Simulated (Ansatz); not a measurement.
# ClFGeH₄OSi: how energies converge with the basis set

How large a basis does ClFGeH₄OSi need? Two functionals are run in growing sets.

Method: one geometry, several basis sets; program: Ansatz 0.2.0, Gaussian basis.

The runs, in order: PBE0-D4/def2-SVP; ωB97M-V/def2-SVP; PBE0-D4/def2-QZVPP; ωB97M-V/def2-QZVPP; the functionals' def2-TZVPP values are taken from earlier runs.

## (1) The relaxed structure

The geometry comes from an earlier relaxation with PBE0-D4 in a triple-zeta def2 set; it is a stationary point, not always the lowest conformer.

SMILES `[F][GeH]([Cl])[O][SiH3]`, 9 atoms, charge 0, spin multiplicity 1.

Atoms are counted from 1 here; the program's logs count them from 0.

Bond lengths: F1–Ge2 1.724 Å, Ge2–Cl3 2.125 Å, Ge2–O4 1.736 Å, Ge2–H6 1.520 Å, O4–Si5 1.651 Å, Si5–H7 1.483 Å, Si5–H8 1.485 Å, Si5–H9 1.482 Å. Angles: F1–Ge2–Cl3 106.0°, F1–Ge2–O4 107.2°, F1–Ge2–H6 109.8°, Cl3–Ge2–O4 109.9°, Cl3–Ge2–H6 112.8°, O4–Ge2–H6 110.9°, Ge2–O4–Si5 136.5°, O4–Si5–H7 109.4°, O4–Si5–H8 110.4°, O4–Si5–H9 107.6°, H7–Si5–H8 109.6°, H7–Si5–H9 109.8°, H8–Si5–H9 110.0°.

## (2) PBE0-D4 in def2-SVP

Input file in.yaml:

```yaml
crystal:
  periodic: [false, false, false]
  atoms:
    - {symbol: F, position_ang: [0.024272, 1.261609, -2.044118]}
    - {symbol: Ge, position_ang: [-1.010984, 0.186870, -1.181458]}
    - {symbol: Cl, position_ang: [-0.669127, -1.742573, -2.003898]}
    - {symbol: O, position_ang: [-0.513087, 0.217745, 0.480999]}
    - {symbol: Si, position_ang: [0.876109, -0.085387, 1.320500]}
    - {symbol: H, position_ang: [-2.455265, 0.639014, -1.323016]}
    - {symbol: H, position_ang: [1.562487, 1.196067, 1.615963]}
    - {symbol: H, position_ang: [1.777159, -0.963283, 0.531053]}
    - {symbol: H, position_ang: [0.496835, -0.756263, 2.586874]}
basis:
  gaussian: {orbitals: def2-SVP}
hamiltonian: {xc: pbe0, dispersion: d4}
output: {orbitals: {seedname: orbitals}}
```

The run is started by

```console
ansatz run in.yaml --threads 4 --pin off --events-out ev --progress --plain --max-ram 10444MiB
```

Further steps of the session: ωB97M-V in def2-SVP; PBE0-D4 in def2-QZVPP; ωB97M-V in def2-QZVPP.

Before running them: what should the planned runs give, taken together? Wanted: PBE0-D4: double and triple zeta above quadruple; ωB97M-V: double and triple zeta above quadruple.

The runs gave:

```
                                       quantity           value
PBE0-D4: double and triple zeta above quadruple  22.59, 2.16 eV
ωB97M-V: double and triple zeta above quadruple  22.56, 2.07 eV
```

PBE0-D4 gains 20.43 eV from double to triple zeta, then 2.16 eV more. Total energies overstate the basis error of differences, where much of it tends to cancel. The LUMO of ωB97M-V is positive and keeps falling with the basis (1.76 to 1.08 eV): an unbound level that the basis holds in place.
